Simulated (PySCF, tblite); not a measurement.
# C₅H₈FS−: a rotation path, then NMR shifts on frames

Aim: move C₅H₈FS− (`CCC/C=C(/F)[S-]`) away from its starting geometry and see how NMR shifts follow the geometry.

Computed with tblite 0.8.0 and PySCF 2.14.0, with density-fitted response routines of our own, on a single molecule in the gas phase. Atoms count from 0, in the outputs and in this text.

### 1 The molecule as given

15 atoms, charge -1, multiplicity 1; geometry from: GFN2-xTB.

Bonds of the start (Å): C0–C1 1.52, C1–C2 1.53, C2–C3 1.49, C3–C4 1.34, C4–F5 1.40, C4–S6 1.68, C0–H7 1.09, C0–H8 1.09, C0–H9 1.09, C1–H10 1.09, C1–H11 1.09, C2–H12 1.09, C2–H13 1.10, C3–H14 1.08.

### 2 The rotation path with GFN2-xTB

The job: settings as JSON, then the geometry in Å.

```
{"job": {"kind": "neb", "xc": "GFN2-xTB", "basis": "xTB", "atoms": [0, 1, 2, 3], "turn": 120}, "charge": -1, "multiplicity": 1}
C     -2.264284     0.029977    -0.034983
C     -0.847698     0.503337    -0.338632
C      0.192337    -0.165200     0.568446
C      1.578562     0.309776     0.278910
C      2.511029    -0.469134    -0.294786
F      3.743288     0.160807    -0.500959
S      2.410704    -2.079099    -0.779916
H     -2.987503     0.508044    -0.696051
H     -2.532585     0.264699     0.994783
H     -2.335387    -1.047587    -0.168130
H     -0.791345     1.589844    -0.216049
H     -0.599403     0.273093    -1.376580
H      0.166392    -1.245288     0.408679
H     -0.071372     0.036478     1.616018
H      1.822851     1.338241     0.517338
```

Level: GFN2-xTB climbing-image nudged elastic band, gas phase.

The run is started by

```console
OMP_NUM_THREADS=1 python probes_run.py task.json out
```

One launch serves the whole session: the jobs run in the order shown.

Standard output:

```text
image   E - E0 / eV
  0      -0.0000
  1       0.0205
  2       0.0612
  3       0.1007
  4       0.1174
  5       0.1027
  6       0.0672
  7       0.0348
  8       0.0215
```

It took 3.2 s on 1 thread of Arm Neoverse N1, shared host; peak memory 0.18 GiB.

The final band, with the dihedral C0–C1–C2–C3:

```
image  dihedral (°)  energy (eV)  energy (kcal/mol)
    0          -179        0.000                0.0
    1          -164        0.021                0.5
    2          -149        0.061                1.4
    3          -135        0.101                2.3
    4          -120        0.117                2.7
    5          -106        0.103                2.4
    6           -92        0.067                1.6
    7           -78        0.035                0.8
    8           -66        0.021                0.5
```

### 3 Nuclear shieldings: image 0, PBE0/pcSseg-1

The job: settings as JSON, then the geometry in Å.

```
{"job": {"kind": "nmr", "xc": "PBE0", "basis": "pcSseg-1", "pop": false}, "charge": -1, "multiplicity": 1}
C     -2.264300     0.030000    -0.035000
C     -0.847700     0.503300    -0.338600
C      0.192300    -0.165200     0.568400
C      1.578600     0.309800     0.278900
C      2.511000    -0.469100    -0.294800
F      3.743300     0.160800    -0.501000
S      2.410700    -2.079100    -0.779900
H     -2.987500     0.508000    -0.696100
H     -2.532600     0.264700     0.994800
H     -2.335400    -1.047600    -0.168100
H     -0.791300     1.589800    -0.216000
H     -0.599400     0.273100    -1.376600
H      0.166400    -1.245300     0.408700
H     -0.071400     0.036500     1.616000
H      1.822900     1.338200     0.517300
```

Method: GIAO PBE0/pcSseg-1 NMR shielding, non-relativistic, gas phase.

Standard output:

```text
coarse grid: 13104 points
cycle   1  E = -692.7429145753  dE =  6.613e-01  |g| = 6.238e-01  |ddm| = 3.463e+00
cycle   2  E = -692.7319987846  dE =  1.092e-02  |g| = 7.416e-01  |ddm| = 1.406e+00
cycle   3  E = -692.8384059454  dE = -1.064e-01  |g| = 1.111e-01  |ddm| = 6.257e-01
cycle   4  E = -692.8413816972  dE = -2.976e-03  |g| = 3.574e-02  |ddm| = 1.759e-01
cycle   5  E = -692.8416572994  dE = -2.756e-04  |g| = 9.917e-03  |ddm| = 3.874e-02
cycle   6  E = -692.8416764139  dE = -1.911e-05  |g| = 3.715e-03  |ddm| = 1.157e-02
cycle   7  E = -692.8416789297  dE = -2.516e-06  |g| = 1.137e-03  |ddm| = 3.880e-03
final grid: 122368 points
cycle   8  E = -692.8935104043  dE = -3.182e-05  |g| = 1.083e-02  |ddm| = 2.825e-02
cycle   9  E = -692.8934771168  dE =  3.329e-05  |g| = 1.584e-02  |ddm| = 2.619e-02
cycle  10  E = -692.8935387383  dE = -6.162e-05  |g| = 1.610e-03  |ddm| = 1.784e-02
cycle  11  E = -692.8935393681  dE = -6.297e-07  |g| = 2.945e-04  |ddm| = 1.899e-03
cycle  12  E = -692.8935393861  dE = -1.801e-08  |g| = 1.040e-04  |ddm| = 3.624e-04
cycle  13  E = -692.8935393883  dE = -2.172e-09  |g| = 4.405e-05  |ddm| = 1.424e-04
cycle  14  E = -692.8935393887  dE = -4.861e-10  |g| = 5.399e-06  |ddm| = 4.731e-05
converged SCF energy = -692.8935393887

GIAO shielding tensors (ppm)
atom      isotropic    diamagn.    paramagn.     s11        s22        s33       span
  0 C      168.949     246.721     -77.773    157.875    161.725    187.245     29.370
  1 C      156.896     247.772     -90.876    140.614    157.590    172.485     31.871
  2 C      146.883     246.644     -99.761    129.838    143.374    167.436     37.598
  3 C       96.994     255.496    -158.502     18.012    131.324    141.646    123.634
  4 C       -5.770     253.449    -259.219   -109.605     23.339     68.957    178.563
  5 F      215.331     477.156    -261.825     94.598    226.519    324.877    230.278
  6 S      589.979    1058.201    -468.221    434.021    628.744    707.174    273.152
  7 H       30.878      28.957       1.920     26.401     28.283     37.949     11.548
  8 H       31.057      30.133       0.923     27.226     29.244     36.700      9.474
  9 H       30.851      30.093       0.758     26.588     29.725     36.240      9.653
 10 H       30.891      32.445      -1.554     25.877     31.206     35.590      9.713
 11 H       30.349      32.023      -1.674     26.288     30.735     34.024      7.736
 12 H       28.515      30.875      -2.360     23.806     27.715     34.024     10.218
 13 H       30.038      31.896      -1.858     24.789     30.355     34.970     10.181
 14 H       27.596      32.292      -4.696     24.499     27.164     31.125      6.626
```

It took 32 s on 1 thread of Arm Neoverse N1, shared host; peak memory 0.75 GiB.

The references, computed at this level on geometries of the same kind, shield at (ppm): ¹H TMS 31.72, ¹³C TMS 186.9, ¹⁹F CFCl3 170.9, ³³S CS2 504. Their shielding less the atom's gives the shift. The references are single molecules in the gas phase, so shifts against H2O, NH3, PH3, H3PO4 or CFCl3 are not on the usual liquid scales and can be off by tens of ppm. Each atom is listed at this fixed geometry, with no averaging over motion; a spectrum would average atoms that exchange fast.

```
atoms                      environment  σ (ppm)  δ (ppm)
   C4  fully substituted alkene carbon     -5.8    192.7
   C3                        alkene CH     97.0     89.9
   C2                  allylic sp3 CH2    146.9     40.0
   C1                          sp3 CH2    156.9     30.0
   C0                    methyl carbon    168.9     18.0
  H14         hydrogen on an alkene CH    27.60     4.12
  H12   hydrogen on an allylic sp3 CH2    28.52     3.20
  H13   hydrogen on an allylic sp3 CH2    30.04     1.68
  H11           hydrogen on an sp3 CH2    30.35     1.37
   H9      hydrogen on a methyl carbon    30.85     0.87
   H7      hydrogen on a methyl carbon    30.88     0.84
  H10           hydrogen on an sp3 CH2    30.89     0.83
   H8      hydrogen on a methyl carbon    31.06     0.66
   F5                 vinylic fluorine    215.3    -44.4
   S6               sulfur bonded to C      590      -86
```

### 4 NMR shieldings: image 2, PBE0/pcSseg-1

The job: settings as JSON, then the geometry in Å.

```
{"job": {"kind": "nmr", "xc": "PBE0", "basis": "pcSseg-1", "pop": false}, "charge": -1, "multiplicity": 1}
C     -2.276700     0.225600     0.090600
C     -0.867500     0.314100    -0.485000
C      0.175000    -0.368800     0.420500
C      1.520900     0.272700     0.327800
C      2.585700    -0.337900    -0.217100
F      3.753800     0.432100    -0.231600
S      2.706900    -1.883400    -0.874800
H     -2.999200     0.727200    -0.554200
H     -2.308500     0.695700     1.073500
H     -2.577800    -0.813800     0.204400
H     -0.603300     1.367300    -0.614400
H     -0.840700    -0.150100    -1.472400
H      0.281300    -1.416700     0.135100
H     -0.182300    -0.335300     1.458100
H      1.627800     1.279200     0.717500
```

With the program's defaults for keys left out, this is: GIAO PBE0/pcSseg-1 NMR shielding, non-relativistic, gas phase.

Standard output:

```text
coarse grid: 13104 points
cycle   1  E = -692.7392325022  dE =  6.590e-01  |g| = 6.226e-01  |ddm| = 3.462e+00
cycle   2  E = -692.7295147343  dE =  9.718e-03  |g| = 7.377e-01  |ddm| = 1.403e+00
cycle   3  E = -692.8344202393  dE = -1.049e-01  |g| = 1.117e-01  |ddm| = 6.231e-01
cycle   4  E = -692.8374283728  dE = -3.008e-03  |g| = 3.534e-02  |ddm| = 1.722e-01
cycle   5  E = -692.8376974543  dE = -2.691e-04  |g| = 9.750e-03  |ddm| = 3.797e-02
cycle   6  E = -692.8377156759  dE = -1.822e-05  |g| = 3.744e-03  |ddm| = 1.139e-02
cycle   7  E = -692.8377182533  dE = -2.577e-06  |g| = 1.085e-03  |ddm| = 3.833e-03
final grid: 122368 points
cycle   8  E = -692.8904150834  dE = -3.253e-05  |g| = 1.067e-02  |ddm| = 2.779e-02
cycle   9  E = -692.8903832290  dE =  3.185e-05  |g| = 1.542e-02  |ddm| = 2.597e-02
cycle  10  E = -692.8904432185  dE = -5.999e-05  |g| = 1.621e-03  |ddm| = 1.784e-02
cycle  11  E = -692.8904438616  dE = -6.431e-07  |g| = 3.089e-04  |ddm| = 1.968e-03
cycle  12  E = -692.8904438815  dE = -1.987e-08  |g| = 1.032e-04  |ddm| = 3.581e-04
cycle  13  E = -692.8904438837  dE = -2.191e-09  |g| = 4.641e-05  |ddm| = 1.583e-04
cycle  14  E = -692.8904438842  dE = -5.311e-10  |g| = 5.792e-06  |ddm| = 4.772e-05
converged SCF energy = -692.8904438842

GIAO shielding tensors (ppm)
atom      isotropic    diamagn.    paramagn.     s11        s22        s33       span
  0 C      167.885     247.136     -79.250    151.993    165.592    186.070     34.077
  1 C      158.451     247.206     -88.755    134.940    164.719    175.693     40.753
  2 C      147.890     245.945     -98.055    126.168    146.980    170.522     44.354
  3 C       94.869     255.859    -160.991     15.038    125.042    144.526    129.488
  4 C       -5.468     252.987    -258.455   -107.503     22.788     68.311    175.814
  5 F      216.848     477.027    -260.179     95.451    230.118    324.975    229.525
  6 S      592.976    1058.019    -465.043    437.696    631.856    709.377    271.681
  7 H       30.932      29.024       1.908     26.431     28.246     38.119     11.688
  8 H       31.052      30.582       0.470     27.207     29.618     36.331      9.124
  9 H       30.996      30.056       0.940     26.813     29.412     36.763      9.950
 10 H       31.051      32.469      -1.418     25.529     32.185     35.439      9.910
 11 H       29.944      31.757      -1.812     25.521     30.451     33.860      8.339
 12 H       28.159      30.420      -2.261     23.865     26.687     33.924     10.059
 13 H       30.317      32.199      -1.882     24.651     31.220     35.080     10.429
 14 H       27.558      32.473      -4.915     24.543     26.655     31.477      6.933
```

Run time: 32 s. Hardware: 1 thread of Arm Neoverse N1, shared host; peak memory 0.76 GiB.

Key values: δ C4 192.4, C3 92.1, C2 39.0, C1 28.5, H14 4.16, H12 3.56 ppm.

(Part 1 of 2 ends here.)
